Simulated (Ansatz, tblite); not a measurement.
**GeEtH3 (C2H8Ge): rung by rung**

How do method and basis change the picture of GeEtH3 (C2H8Ge) (singlet)?

Program: Ansatz 0.2.0, Gaussian basis. Level of theory: level and basis change from run to run. These are calculated values, not measurements.

Levels to be run: GFN1-xTB, GFN2-xTB, PBE-D4/def2-TZVP, r2SCAN-D4/def2-TZVP, B2PLYP/def2-TZVP, HF/def2-TZVP, LC-ωPBE/def2-TZVP, PBE-D4/def2-SVP, PBE0-D4/def2-SVP, HF/STO-3G, CCSD(T)/def2-TZVP, RPA/def2-TZVP.

### 1 The relaxed structure

The geometry is that of the singlet, from an earlier relaxation (B3LYP-D4/def2-SVP).

11 atoms, charge 0, spin multiplicity 1.

Bond lengths: C1–C2 1.532 Å, C1–Ge3 1.975 Å, C1–H4 1.103 Å, C1–H5 1.103 Å, C2–H6 1.103 Å, C2–H7 1.103 Å, C2–H8 1.103 Å, Ge3–H9 1.546 Å, Ge3–H10 1.546 Å, Ge3–H11 1.545 Å. Angles: C2–C1–Ge3 113.5°, C2–C1–H4 110.8°, C2–C1–H5 110.8°, Ge3–C1–H4 107.5°, Ge3–C1–H5 107.5°, H4–C1–H5 106.4°, C1–C2–H6 111.6°, C1–C2–H7 111.6°, C1–C2–H8 111.7°, H6–C2–H7 107.3°, H6–C2–H8 107.3°, H7–C2–H8 107.2°, C1–Ge3–H9 110.0°, C1–Ge3–H10 110.1°, C1–Ge3–H11 111.0°, H9–Ge3–H10 108.3°, H9–Ge3–H11 108.8°, H10–Ge3–H11 108.7°.

As a file:

```
C    -0.2817   -0.4167    0.5450
C     0.5254    0.7435    1.1365
Ge   -0.3126   -0.4303   -1.4299
H     0.1257   -1.3862    0.8776
H    -1.3280   -0.3835    0.8924
H     0.5159    0.7231    2.2392
H     1.5801    0.7079    0.8169
H     0.1223    1.7210    0.8235
H     1.1321   -0.4656   -1.9799
H    -1.0014    0.8490   -1.9584
H    -1.0777   -1.6623   -1.9629
```

PBE0-D4/def2-TZVP was run before; its log isn't repeated, and its numbers join the tables.

### 2 GFN1-xTB

Tight binding, by tblite at 300 K electronic temperature and without a spin-polarisation term:

```python
tblite.interface.Calculator('GFN1-xTB', numbers, positions, charge=0, uhf=0).singlepoint()
```

Energy -277.3516 eV, HOMO -12.15 eV, LUMO -6.39 eV; 0.007 s.

### 3 GFN2-xTB

Tight binding, by tblite at 300 K electronic temperature and without a spin-polarisation term:

```python
tblite.interface.Calculator('GFN2-xTB', numbers, positions, charge=0, uhf=0).singlepoint()
```

Energy -279.3082 eV, HOMO -11.09 eV, LUMO -3.06 eV; 0.004 s.

### 4 PBE-D4/def2-TZVP

start.molden holds the orbitals of an earlier run on this state, given as this run's starting guess.

in.yaml reads:

```yaml
crystal:
  periodic: [false, false, false]
  atoms:
    - {symbol: C, position_ang: [-0.281665, -0.416675, 0.545033]}
    - {symbol: C, position_ang: [0.525429, 0.743539, 1.136476]}
    - {symbol: Ge, position_ang: [-0.312573, -0.430349, -1.429911]}
    - {symbol: H, position_ang: [0.125701, -1.386186, 0.877608]}
    - {symbol: H, position_ang: [-1.328041, -0.383468, 0.892393]}
    - {symbol: H, position_ang: [0.515852, 0.723089, 2.239192]}
    - {symbol: H, position_ang: [1.580099, 0.707905, 0.816916]}
    - {symbol: H, position_ang: [0.122274, 1.720998, 0.823493]}
    - {symbol: H, position_ang: [1.132063, -0.465640, -1.979937]}
    - {symbol: H, position_ang: [-1.001417, 0.849042, -1.958392]}
    - {symbol: H, position_ang: [-1.077720, -1.662256, -1.962882]}
basis:
  gaussian: {orbitals: def2-TZVP, initial_orbitals: start.molden}
hamiltonian: {xc: pbe, dispersion: d4}
scf: {omitted_lower_state_checks: [starts]}
output: {forces: true, orbitals: {seedname: orbitals}}
```

The run is started by

```bash
$ ansatz run in.yaml --threads 2 --pin off --events-out ev --progress --plain --max-ram 4352MiB
```

Further steps of the session: r2SCAN-D4/def2-TZVP; B2PLYP/def2-TZVP; HF/def2-TZVP; LC-ωPBE/def2-TZVP; PBE-D4/def2-SVP; PBE0-D4/def2-SVP; HF/STO-3G; CCSD(T)/def2-TZVP; RPA/def2-TZVP.

Before running them: what should the planned runs give, taken together? Wanted: gap in def2-TZVP, functionals and Hartree-Fock, smallest and largest; correlation energy, CCSD(T)/def2-TZVP; binding an atom, CCSD(T)/def2-TZVP; PBE0 total energy, smallest basis above largest.

The runs gave:

```
                                                            quantity                            value
gap in def2-TZVP, functionals and Hartree-Fock, smallest and largest  7.07 eV (PBE-D4), 14.60 eV (HF)
                               correlation energy, CCSD(T)/def2-TZVP                        -18.26 eV
                                  binding an atom, CCSD(T)/def2-TZVP                         3.398 eV
                     PBE0 total energy, smallest basis above largest    9.43 eV (def2-SVP, def2-TZVP)
```

What this shows: Over the functionals and Hartree-Fock in def2-TZVP the gap runs from 7.07 eV (PBE-D4) to 14.60 eV (HF); exact exchange widens it. A small miss in a minimal or small basis is a cancelling of errors, not accuracy. The functionals in def2-TZVP miss CCSD(T)/def2-TZVP by +0.083 (LC-ωPBE) to +0.118 eV (PBE-D4) an atom. The reference is CCSD(T) in one finite basis, so it carries an error of its own, often a tenth of an eV or more, and near misses can't be ranked.
